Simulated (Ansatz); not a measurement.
# C3H8Si: a ladder of functionals and wavefunction methods

One table from this session's results is given with a row withheld; the runs are named, their logs left out.

Computed with Ansatz 0.2.0, Gaussian basis. Level: functionals in def2-TZVPP, the program's frozen cores in correlated methods.

Plan: LDA (SPW92), PBE-D4, revPBE-D4, BLYP-D4, r2SCAN-D4, B97M-V, PBE0-D4, B3LYP-D4, r2SCANh-D4, r2SCAN0-D4, HSE06-D4, BHLYP-D4, CAM-B3LYP-D4, LC-ωPBE, ωB97X-V, ωB97M-V, B2PLYP, PBE-QIDH; CCSD(T)/def2-SVP; CCSD(T)/def2-TZVPP; MP2/def2-QZVPP; extrapolation to the limit; RPA on PBE.

**Structure used throughout**

An earlier PBE0-D4 in a triple-zeta def2 set relaxation fixed the geometry.

SMILES `CC[Si]C`, 12 atoms, charge 0, spin multiplicity 1.

Atoms are counted from 1 here; the program's logs count them from 0.

Bond lengths: C1–C2 1.522 Å, C1–H5 1.092 Å, C1–H6 1.094 Å, C1–H7 1.093 Å, C2–Si3 1.902 Å, C2–H8 1.108 Å, C2–H9 1.096 Å, Si3–C4 1.896 Å, C4–H10 1.097 Å, C4–H11 1.098 Å, C4–H12 1.091 Å. Angles: C2–C1–H5 111.8°, C2–C1–H6 111.9°, C2–C1–H7 111.3°, H5–C1–H6 107.4°, H5–C1–H7 107.2°, H6–C1–H7 107.1°, C1–C2–Si3 122.4°, C1–C2–H8 110.1°, C1–C2–H9 111.2°, Si3–C2–H8 99.7°, Si3–C2–H9 108.0°, H8–C2–H9 103.4°, C2–Si3–C4 100.2°, Si3–C4–H10 111.3°, Si3–C4–H11 109.5°, Si3–C4–H12 112.7°, H10–C4–H11 106.1°, H10–C4–H12 108.7° and more.

As a file:

```mol
C3H8Si
  3D, bonds by distance, orders not assigned

 12 11  0  0  0  0  0  0  0  0999 V2000
   -0.8312    1.1285    0.1367 C   0  0
   -0.4202    0.0798    1.1608 C   0  0
    1.0629   -1.0807    0.8917 Si  0  0
    1.1521   -1.0806   -1.0027 C   0  0
   -1.0213    0.6858   -0.8432 H   0  0
   -1.7399    1.6577    0.4379 H   0  0
   -0.0494    1.8815    0.0042 H   0  0
   -1.2260   -0.6715    1.2807 H   0  0
   -0.3314    0.5178    2.1616 H   0  0
    0.1804   -1.3289   -1.4474 H   0  0
    1.4001   -0.0712   -1.3577 H   0  0
    1.9011   -1.7734   -1.3887 H   0  0
  1  2  8  0
  2  3  8  0
  3  4  8  0
  1  5  8  0
  1  6  8  0
  1  7  8  0
  2  8  8  0
  2  9  8  0
  4 10  8  0
  4 11  8  0
  4 12  8  0
M  END
```

The first run:

in.yaml

```yaml
crystal:
  periodic: [false, false, false]
  atoms:
    - {symbol: C, position_ang: [-0.831223, 1.128531, 0.136698]}
    - {symbol: C, position_ang: [-0.420209, 0.079832, 1.160826]}
    - {symbol: Si, position_ang: [1.062944, -1.080688, 0.891732]}
    - {symbol: C, position_ang: [1.152077, -1.080600, -1.002656]}
    - {symbol: H, position_ang: [-1.021348, 0.685832, -0.843154]}
    - {symbol: H, position_ang: [-1.739906, 1.657720, 0.437867]}
    - {symbol: H, position_ang: [-0.049425, 1.881483, 0.004180]}
    - {symbol: H, position_ang: [-1.225962, -0.671529, 1.280683]}
    - {symbol: H, position_ang: [-0.331405, 0.517790, 2.161607]}
    - {symbol: H, position_ang: [0.180360, -1.328855, -1.447377]}
    - {symbol: H, position_ang: [1.400065, -0.071238, -1.357674]}
    - {symbol: H, position_ang: [1.901132, -1.773378, -1.388735]}
basis:
  gaussian: {orbitals: def2-TZVPP}
hamiltonian: {xc: lda}
output: {orbitals: {seedname: orbitals}}
```

Among the steps run: LDA; PBE-D4 (GGA); revPBE-D4 (GGA); BLYP-D4 (GGA); r2SCAN-D4 (meta-GGA); B97M-V (meta-GGA); PBE0-D4 (hybrid); B3LYP-D4 (hybrid); r2SCANh-D4 (hybrid); r2SCAN0-D4 (hybrid); HSE06-D4 (hybrid); BHLYP-D4 (hybrid); CAM-B3LYP-D4 (range-separated); LC-ωPBE-D4 (range-separated; the results give it without D4); ωB97X-V (range-separated); ωB97M-V (range-separated); B2PLYP (double hybrid); PBE-QIDH (double hybrid).

One table of the session follows, with a row left open; its other results are not shown here.

It belongs to the step «Orbital energies across the functionals». 

| functional | HOMO (eV) | LUMO (eV) | gap (eV) |
| --- | --- | --- | --- |
| LDA (SPW92) | -4.88 | -3.02 | 1.86 |
| PBE-D4 | -4.81 | -2.85 | 1.95 |
| revPBE-D4 | -4.77 | -2.78 | 1.99 |
| BLYP-D4 | -4.70 | -2.72 | 1.98 |
| r2SCAN-D4 | -4.99 | -2.71 | 2.28 |
| B97M-V | -5.05 | -2.66 | 2.39 |
| PBE0-D4 | -5.84 | -2.00 | 3.84 |
| B3LYP-D4 | ? | ? | ? |
| r2SCANh-D4 | -5.37 | -2.39 | 2.98 |
| r2SCAN0-D4 | -5.95 | -1.92 | 4.03 |
| HSE06-D4 | -5.44 | -2.38 | 3.06 |
| BHLYP-D4 | -6.78 | -1.05 | 5.73 |
| CAM-B3LYP-D4 | -7.12 | -0.90 | 6.22 |
| LC-ωPBE | -8.38 | 0.21 | 8.59 |
| ωB97X-V | -8.08 | 0.10 | 8.18 |
| ωB97M-V | -7.92 | -0.05 | 7.88 |

**Question.** Estimate the row for B3LYP-D4.

Worked estimate for «HOMO (eV)». Against the share of exact exchange, BLYP-D4 (0, -4.70), BHLYP-D4 (0.5, -6.78) give a slope of -4.16 per unit share; at 0.2 the line stands at -5.53.

**Answer.** HOMO (eV): -5.68; LUMO (eV): -2.19; gap (eV): 3.48. In «HOMO (eV)» the line misses by +0.15.
